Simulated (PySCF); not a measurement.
Molecule: FK, in a box.

```
CELL_PARAMETERS angstrom
11.00000 0.00000 0.00000
0.00000 10.00000 0.00000
0.00000 0.00000 10.00000
ATOMIC_POSITIONS crystal
F 0.58719 0.46447 0.54545
K 0.42005 0.53105 0.45801
```

The cell isn't the ideal one: atoms moved at random, drawn with an rms of 0.05 Å.

Base run:

```yaml
Program: PySCF 2.14.0
Functional: MN15-L
Dispersion: D3
Potentials_or_basis: def2-svp (all-electron)
k_mesh: 1 × 1 × 1
Occupations: fixed
Spin: no spin polarisation
```

Its results: gap between the frontier levels 2.81 eV.

Problem. The run is repeated on the same cell with these changes: functional from MN15-L to N12. What comes out?

Solution. Gap between the frontier levels 2.28 eV.

Caveats: this is a molecule in a periodic box at the Γ point, so its band gap is the HOMO-LUMO gap; the basis of atomic orbitals isn't converged, which shifts pressures, moduli and gaps.

